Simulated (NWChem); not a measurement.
# C2H4O2Si (SMILES C=C1O[SiH2]O1): B3LYP-D3(BJ)/def2-SVP

Wanted: a geometry optimisation of C2H4O2Si. 

The calculation is run with NWChem 7.3.0.

**1. Starting point**

C2H4O2Si: 9 atoms, total charge 0, spin state singlet. SMILES: `C=C1O[SiH2]O1`. Geometry: relaxed at PBE0-D4/def2-TZVP. The run starts from this shape.

Bond lengths: C1–C2 1.319 Å, C2–O3 1.381 Å, O3–Si4 1.676 Å, C2–O5 1.381 Å, Si4–O5 1.676 Å, C1–H6 1.079 Å, C1–H7 1.079 Å, Si4–H8 1.478 Å, Si4–H9 1.478 Å. Some angles: C1–C2–O3 128.1°, C1–C2–O5 128.1°, O3–C2–O5 103.9°, C2–O3–Si4 87.6°, O3–Si4–O5 80.9°, C2–O5–Si4 87.6°, C2–C1–H6 119.7°, C2–C1–H7 119.7°, O3–Si4–H8 115.3°, O3–Si4–H9 115.3°.

**2. A geometry optimisation at B3LYP-D3(BJ)/def2-SVP**

c2h4o2si.xyz

```xyz
9

C      0.527300     1.358500    -1.129600
C      0.157300     0.383100    -0.322900
O     -0.585200     0.473600     0.838200
Si    -0.440000    -1.190500     0.978300
O      0.421700    -0.967300    -0.442100
H      0.243100     2.374800    -0.904500
H      1.111300     1.132600    -2.008400
H     -1.701100    -1.949600     0.840800
H      0.354100    -1.661500     2.132900
```

c2h4o2si.nw

```
start c2h4o2si
memory total 2200 mb
charge 0

geometry units angstrom
 load format xyz c2h4o2si.xyz
end

basis spherical bse
 * library def2-SVP
end

dft
 xc b3lyp
 disp vdw 4
 grid fine
 convergence energy 1e-07
 iterations 100
 mulliken
 print low
end

driver
 maxiter 60
end

freq
 temp 2 298.15 573.15
end

task dft optimize
task dft frequencies
```

Started as:

```console
nwchem c2h4o2si.nw > c2h4o2si.out
```

Output:

```text
[...]
 Group name             C2v
[...]
 d= 0,ls=0.0,diis     1   -518.2190829065 -7.49D+02  1.71D-02  9.57D-01     0.6
[...]
         Total DFT energy =     -518.335077506636
[...]
@    0    -518.33507751  0.0D+00  0.01335  0.00330  0.00000  0.00000      5.2
[...]
         Total DFT energy =     -518.336108848773
[...]
@    1    -518.33617608 -1.1D-03  0.00762  0.00135  0.02131  0.04749     12.0
[...]
@    2    -518.33641448 -2.4D-04  0.00127  0.00022  0.00710  0.01605     18.4
[...]
         Total DFT energy =   -518.336419370460
[...]
@    3    -518.33641937 -4.9D-06  0.00016  0.00004  0.00100  0.00226     21.3
[...]
         Total DFT energy =     -518.336420155736
[...]
         Total DFT energy =   -518.336420155736
                         DFT ENERGY GRADIENTS
    atom               coordinates                        gradient
                 x          y          z           x          y          z
   1 C       0.000000   0.000000  -4.078537    0.000000   0.000000  -0.000120
   2 C       0.000000   0.000000  -1.566375    0.000000   0.000000   0.000039
   3 O       0.000000   2.062058   0.049180    0.000000  -0.000049  -0.000001
   4 Si      0.000000   0.000000   2.527071    0.000000   0.000000  -0.000228
   5 O       0.000000  -2.062058   0.049180    0.000000   0.000049  -0.000001
   6 H       0.000000   1.788312  -5.095671    0.000000  -0.000051   0.000028
   7 H       0.000000  -1.788312  -5.095671    0.000000   0.000051   0.000028
   8 H      -2.317703   0.000000   4.097516    0.000010   0.000000   0.000128
   9 H       2.317703   0.000000   4.097516   -0.000010   0.000000   0.000128
[...]
@    4    -518.33642016 -7.9D-07  0.00006  0.00002  0.00037  0.00104     23.8
[...]
      Optimization converged
[...]
@    4    -518.33642016 -7.9D-07  0.00006  0.00002  0.00037  0.00104     23.8
[...]
 d= 0,ls=0.0,diis     2   -518.3364209324  3.34D-08  4.28D-06  3.71D-07    26.3
         Total DFT energy =     -518.336420932380
      One electron energy =    -1166.775970434354
           Coulomb energy =      470.322016695794
    Exchange-Corr. energy =      -50.492040031598
 Nuclear repulsion energy =      228.620492902154
    Dispersion correction =       -0.010920064376
[...]
      Total Density - Mulliken Population Analysis
     ---------------------------------------------
    Atom       Charge   Shell Charges
 -----------   ------   -------------------------------------------------------
    1 C    6     6.13   1.99  0.88  0.23  2.13  0.88  0.02
    2 C    6     5.65   1.99  0.93  0.09  1.99  0.55  0.11
    3 O    8     8.42   1.99  1.09  0.73  2.87  1.72  0.01
    4 Si  14    13.25   2.00  1.98  1.04  0.14  5.93  1.20  0.59  0.38
    5 O    8     8.42   1.99  1.09  0.73  2.87  1.72  0.01
    6 H    1     0.97   0.74  0.21  0.02
    7 H    1     0.97   0.74  0.21  0.02
    8 H    1     1.09   0.75  0.33  0.01
    9 H    1     1.09   0.75  0.33  0.01
[...]
 Zero-Point correction to Energy  =   36.123 kcal/mol  (  0.057565 au)
 Thermal correction to Energy     =   46.085 kcal/mol  (  0.073441 au)
 Thermal correction to Enthalpy   =   47.223 kcal/mol  (  0.075255 au)
 Total Entropy                    =   87.345 cal/mol-K
   - Translational                =   42.565 cal/mol-K (mol. weight =  87.9980)
   - Rotational                   =   25.961 cal/mol-K (symmetry #  =        2)
   - Vibrational                  =   18.819 cal/mol-K
 Cv (constant volume heat capacity) =   29.963 cal/mol-K
   - Translational                  =    2.979 cal/mol-K
   - Rotational                     =    2.979 cal/mol-K
   - Vibrational                    =   24.004 cal/mol-K
[...]
 Normal Eigenvalue ||           Projected Infra Red Intensities
  Mode   [cm**-1]  || [atomic units] [(debye/angs)**2] [(KM/mol)] [arbitrary]
 ------ ---------- || -------------- ----------------- ---------- -----------
    1       -0.000 ||    0.000703           0.016         0.685       0.111
    2       -0.000 ||    0.000578           0.013         0.563       0.091
    3        0.000 ||    0.000000           0.000         0.000       0.000
    4        0.000 ||    0.000001           0.000         0.001       0.000
    5        0.000 ||    0.000618           0.014         0.602       0.097
    6        0.000 ||    0.000999           0.023         0.974       0.158
    7      156.339 ||    0.005161           0.119         5.031       0.815
    8      376.637 ||    0.003051           0.070         2.974       0.482
    9      516.676 ||    0.000000           0.000         0.000       0.000
   10      618.943 ||    0.042237           0.974        41.175       6.667
   11      637.379 ||    0.031697           0.731        30.899       5.004
   12      687.886 ||    0.000000           0.000         0.000       0.000
   13      715.942 ||    0.037710           0.870        36.762       5.953
   14      751.734 ||    0.019497           0.450        19.007       3.078
[...]
```

Wall time 2.7 min (1 thread of Intel Xeon 6975P-C (Granite Rapids), shared host); peak memory 0.19 GiB.

Step by step:

```tsv
step	energy from the first frame kept (eV)
0	0.0000
1	-0.0299
2	-0.0364
3	-0.0365
4	-0.0365
```

After the run. Bond lengths: C1–C2 1.329 Å, C2–O3 1.386 Å, O3–Si4 1.706 Å, C2–O5 1.386 Å, Si4–O5 1.706 Å, C1–H6 1.089 Å, C1–H7 1.089 Å, Si4–H8 1.482 Å, Si4–H9 1.482 Å. Some angles: C1–C2–O3 128.1°, C1–C2–O5 128.1°, O3–C2–O5 103.8°, C2–O3–Si4 88.3°, O3–Si4–O5 79.5°, C2–O5–Si4 88.3°, C2–C1–H6 119.6°, C2–C1–H7 119.6°, O3–Si4–H8 115.5°, O3–Si4–H9 115.5°.

**3. Outcome**

Level: B3LYP-D3(BJ)/def2-SVP.

| quantity | value |
| --- | --- |
| total energy at the end | -518.33642 Eh |
| dispersion energy | -28.67 kJ/mol |
| lowest harmonic wavenumber | 156 cm⁻¹ |
| highest harmonic wavenumber | 3299 cm⁻¹ |
| zero-point energy | 151.1 kJ/mol |
| ideal-gas entropy at 298.15 K (symmetry number 2 as used) | 70.2 cal/(mol K) |

**Reading.** At the final geometry: Bond lengths: C1–C2 1.329 Å, C2–O3 1.386 Å, O3–Si4 1.706 Å, C2–O5 1.386 Å, Si4–O5 1.706 Å, C1–H6 1.089 Å, C1–H7 1.089 Å, Si4–H8 1.482 Å, Si4–H9 1.482 Å. Some angles: C1–C2–O3 128.1°, C1–C2–O5 128.1°, O3–C2–O5 103.8°, C2–O3–Si4 88.3°, O3–Si4–O5 79.5°, C2–O5–Si4 88.3°, C2–C1–H6 119.6°, C2–C1–H7 119.6°, O3–Si4–H8 115.5°, O3–Si4–H9 115.5°. All 21 modes are real, so the shape is a minimum at this level. The optimisation took 5 steps and changed the energy by -0.037 eV. Mulliken charges run from -0.42 on O3 to +0.75 on Si4; they depend strongly on the basis.
